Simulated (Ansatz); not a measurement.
# InSb: gaps at several levels of theory

The task here is to estimate one member of a computed series from the others.

Computed with Ansatz 0.2.0 (DFT PBEsol, scalar-relativistic, plane waves, PAW, unless a step's input says otherwise).

That is the level of the relaxation; later steps name their own.

### The system as given

The structure is cubic, space group F-43m (No. 216). The conventional cell has a = 6.478 Å, b = 6.478 Å, c = 6.478 Å, α = 90.00°, β = 90.00°, γ = 90.00°. In (site symmetry -43m) is surrounded by 4 Sb at 2.81 Å. Sb (site symmetry -43m) has 4 In at 2.81 Å as nearest neighbours.

As a file:

```
In Sb
1.0
     0.00000    3.23910    3.23910
     3.23910    0.00000    3.23910
     3.23910    3.23910    0.00000
In Sb
1 1
Direct
  0.00000 0.00000 0.00000
  0.25000 0.25000 0.25000
```

The first run:

(A quick probe on a coarse mesh, which set the mesh and smearing, is not shown.)

The input, input.yaml:

```yaml
crystal:
  lattice:
    - [0.0, 3.2391, 3.2391]
    - [3.2391, 0.0, 3.2391]
    - [3.2391, 3.2391, 0.0]
  atoms:
    - { symbol: In, position: [0.0, 0.0, 0.0] }
    - { symbol: Sb, position: [0.25, 0.25, 0.25] }
basis:
  ecutwfc: 420
kpoints:
  mp_grid: { grid: [12, 12, 12] }
hamiltonian:
  xc: pbesol
scf:
  occupations: { method: gaussian, width: 0.1 }
output:
  forces: true
  stress: true
  eigenvalues: true
relax:
  adjacent_minimum: "off"
  f_tol: 0.005
  max_steps: 80
  cell: { stress_tol: 0.05 }
```

Command:

```bash
ansatz run input.yaml --threads 2 --pin off --max-ram 5120MiB --backend cpu --events-out ev --progress --plain --runs-dir out
```

Steps of the session up to this table: Full relaxation; Levels with PBEsol, 250 eV and coarse mesh; The run at LDA; The run at PBE0; The run at Hartree-Fock.

One table of the session follows, with a row left open; its other results are not shown here.

| level | gap (eV) | least direct gap (eV) |
| --- | --- | --- |
| PBEsol, 250 eV and coarse mesh | 0.00 | 0.00 |
| LDA | 0.00 | 0.00 |
| PBE0 | 1.03 | 1.03 |
| Hartree-Fock | ? | ? |

Estimate the missing values for Hartree-Fock.

As computed: gap (eV): 5.85; least direct gap (eV): 5.85. In the column «gap (eV)» it is the highest.

Gaps are by band count over the mesh and the named points; a gap of 0 means that the bands overlap or touch.

To keep in mind: Warnings in the runs' records: cutoff below recommended.
